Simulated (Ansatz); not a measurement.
# KB5H8O12: the cost of one run

Method: DFT, PBE, plane-wave PAW, default files, scalar-relativistic, as far as a step names no other, in Ansatz 0.2.0.

### 1 The system as given

The structure is orthorhombic, space group Aea2 (No. 41). The conventional cell has a = 10.802 Å, b = 10.909 Å, c = 10.112 Å, α = 90.00°, β = 90.00°, γ = 90.00°. K (site symmetry 2) is surrounded by 6 O at 2.78 to 2.97 Å. Around B (site symmetry 2) lie 4 O at 1.47 to 1.50 Å. Around B (site symmetry 1) lie 3 O at 1.36 to 1.41 Å. B (site symmetry 1) is surrounded by 3 O at 1.36 to 1.40 Å. H (site symmetry 1) has 1 O at 1.00 Å as nearest neighbours. Around H (site symmetry 1) lie 1 O at 0.97 Å. H (site symmetry 1) has 1 O at 1.01 Å as nearest neighbours. H (site symmetry 1) has 1 O at 0.99 Å as nearest neighbours. Only part of the 14 independent sites is listed.

As a file:

```cif
data_structure
_symmetry_space_group_name_H-M 'P 1'
_symmetry_Int_Tables_number 1
_cell_length_a 10.8018
_cell_length_b 7.4376
_cell_length_c 7.4376
_cell_angle_alpha 94.341
_cell_angle_beta 90.000
_cell_angle_gamma 90.000
_cell_volume 595.82
loop_
_atom_site_label
_atom_site_type_symbol
_atom_site_fract_x
_atom_site_fract_y
_atom_site_fract_z
_atom_site_occupancy
K1 K 0.50000 0.57958 0.57958 1
K2 K 0.00000 0.07958 0.07958 1
B1 B 0.50000 0.91322 0.91322 1
B2 B 0.00000 0.41322 0.41322 1
B3 B 0.69973 0.92531 0.74278 1
B4 B 0.30027 0.74278 0.92531 1
B5 B 0.80027 0.42530 0.24278 1
B6 B 0.19973 0.24278 0.42530 1
B7 B 0.70781 0.92961 0.06656 1
B8 B 0.29219 0.06656 0.92961 1
B9 B 0.79219 0.42961 0.56656 1
B10 B 0.20781 0.56656 0.42961 1
H1 H 0.47350 0.27294 0.02317 1
H2 H 0.52650 0.02317 0.27294 1
H3 H 0.02650 0.77294 0.52317 1
H4 H 0.97350 0.52317 0.77294 1
H5 H 0.43440 0.43574 0.15987 1
H6 H 0.56560 0.15987 0.43574 1
H7 H 0.06560 0.93574 0.65987 1
H8 H 0.93440 0.65987 0.93574 1
H9 H 0.64603 0.42525 0.09277 1
H10 H 0.35397 0.09277 0.42525 1
H11 H 0.85397 0.92525 0.59277 1
H12 H 0.14603 0.59277 0.92525 1
H13 H 0.75067 0.92960 0.33593 1
H14 H 0.24933 0.33593 0.92960 1
H15 H 0.74933 0.42960 0.83593 1
H16 H 0.25067 0.83593 0.42960 1
O1 O 0.57479 0.90860 0.74804 1
O2 O 0.42521 0.74804 0.90860 1
O3 O 0.92521 0.40860 0.24804 1
O4 O 0.07479 0.24804 0.40860 1
O5 O 0.58181 0.92483 0.07629 1
O6 O 0.41819 0.07629 0.92483 1
O7 O 0.91819 0.42483 0.57629 1
O8 O 0.08181 0.57629 0.42483 1
O9 O 0.77037 0.93392 0.90224 1
O10 O 0.22963 0.90224 0.93392 1
O11 O 0.72963 0.43392 0.40224 1
O12 O 0.27037 0.40224 0.43392 1
O13 O 0.76073 0.92789 0.58097 1
O14 O 0.23927 0.58097 0.92789 1
O15 O 0.73927 0.42789 0.08097 1
O16 O 0.26073 0.08097 0.42789 1
O17 O 0.78516 0.93426 0.21313 1
O18 O 0.21484 0.21313 0.93426 1
O19 O 0.71484 0.43426 0.71313 1
O20 O 0.28516 0.71313 0.43426 1
O21 O 0.49999 0.39327 0.07812 1
O22 O 0.50001 0.07812 0.39327 1
O23 O 0.00001 0.89327 0.57812 1
O24 O 0.99999 0.57812 0.89327 1
```

### 2 Single point at the given positions

Input file input.yaml:

```yaml
crystal:
  lattice:
    - [10.801776, 0.0, 0.0]
    - [0.0, 5.454598, 5.056248]
    - [0.0, -5.454598, 5.056248]
  atoms:
    - { symbol: K, position: [0.5, 0.579582, 0.579582] }
    - { symbol: K, position: [0.0, 0.079582, 0.079582] }
    - { symbol: B, position: [0.5, 0.913223, 0.913223] }
    - { symbol: B, position: [0.0, 0.413223, 0.413223] }
    - { symbol: B, position: [0.699733, 0.925305, 0.742776] }
    - { symbol: B, position: [0.300267, 0.742776, 0.925305] }
    - { symbol: B, position: [0.800267, 0.425305, 0.242776] }
    - { symbol: B, position: [0.199733, 0.242776, 0.425305] }
    - { symbol: B, position: [0.707807, 0.92961, 0.066563] }
    - { symbol: B, position: [0.292193, 0.066563, 0.92961] }
    - { symbol: B, position: [0.792193, 0.42961, 0.566563] }
    - { symbol: B, position: [0.207807, 0.566563, 0.42961] }
    - { symbol: H, position: [0.473501, 0.272941, 0.023173] }
    - { symbol: H, position: [0.526499, 0.023173, 0.272941] }
    - { symbol: H, position: [0.026499, 0.772941, 0.523173] }
    - { symbol: H, position: [0.973501, 0.523173, 0.772941] }
    - { symbol: H, position: [0.434402, 0.43574, 0.159869] }
    - { symbol: H, position: [0.565598, 0.159869, 0.43574] }
    - { symbol: H, position: [0.065598, 0.93574, 0.659869] }
    - { symbol: H, position: [0.934402, 0.659869, 0.93574] }
    - { symbol: H, position: [0.646028, 0.425251, 0.092766] }
    - { symbol: H, position: [0.353972, 0.092766, 0.425251] }
    - { symbol: H, position: [0.853972, 0.925251, 0.592766] }
    - { symbol: H, position: [0.146028, 0.592766, 0.925251] }
    - { symbol: H, position: [0.750671, 0.929604, 0.335928] }
    - { symbol: H, position: [0.249329, 0.335928, 0.929604] }
    - { symbol: H, position: [0.749329, 0.429604, 0.835928] }
    - { symbol: H, position: [0.250671, 0.835928, 0.429604] }
    - { symbol: O, position: [0.574792, 0.908604, 0.748043] }
    - { symbol: O, position: [0.425208, 0.748043, 0.908604] }
    - { symbol: O, position: [0.925208, 0.408604, 0.248043] }
    - { symbol: O, position: [0.074792, 0.248043, 0.408604] }
    - { symbol: O, position: [0.581813, 0.924833, 0.076286] }
    - { symbol: O, position: [0.418187, 0.076286, 0.924833] }
    - { symbol: O, position: [0.918187, 0.424833, 0.576286] }
    - { symbol: O, position: [0.081813, 0.576286, 0.424833] }
    - { symbol: O, position: [0.770374, 0.933923, 0.902243] }
    - { symbol: O, position: [0.229626, 0.902243, 0.933923] }
    - { symbol: O, position: [0.729626, 0.433923, 0.402243] }
    - { symbol: O, position: [0.270374, 0.402243, 0.433923] }
    - { symbol: O, position: [0.760734, 0.927887, 0.580971] }
    - { symbol: O, position: [0.239266, 0.580971, 0.927887] }
    - { symbol: O, position: [0.739266, 0.427887, 0.080971] }
    - { symbol: O, position: [0.260734, 0.080971, 0.427887] }
    - { symbol: O, position: [0.785159, 0.934259, 0.213129] }
    - { symbol: O, position: [0.214841, 0.213129, 0.934259] }
    - { symbol: O, position: [0.714841, 0.434259, 0.713129] }
    - { symbol: O, position: [0.285159, 0.713129, 0.434259] }
    - { symbol: O, position: [0.499989, 0.393274, 0.078115] }
    - { symbol: O, position: [0.500011, 0.078115, 0.393274] }
    - { symbol: O, position: [1.1e-05, 0.893274, 0.578115] }
    - { symbol: O, position: [0.999989, 0.578115, 0.893274] }
kpoints:
  mp_grid: { grid: [2, 3, 3] }
scf:
  occupations: { method: fermi_dirac, width: 0.02 }
hamiltonian:
  xc: pbe
  pseudopotentials: { kind: paw }
output:
  forces: true
  stress: true
  populations: true
  efg:
    quadrupole_moments_barn: { K: 0.0603, B: 0.04059, H: 0.00285783, O: -0.02558 }
    contact_densities: true
```

Launch:

```bash
$ ansatz run input.yaml --threads 1 --pin off --max-ram 2560MiB --backend cpu --events-out ev --progress --plain --runs-dir out
```

Q: Estimate wall time and peak memory on 1 thread of Intel Xeon 6975P-C (Granite Rapids), shared host.

About 59 s, with a peak of 1.2 GiB.
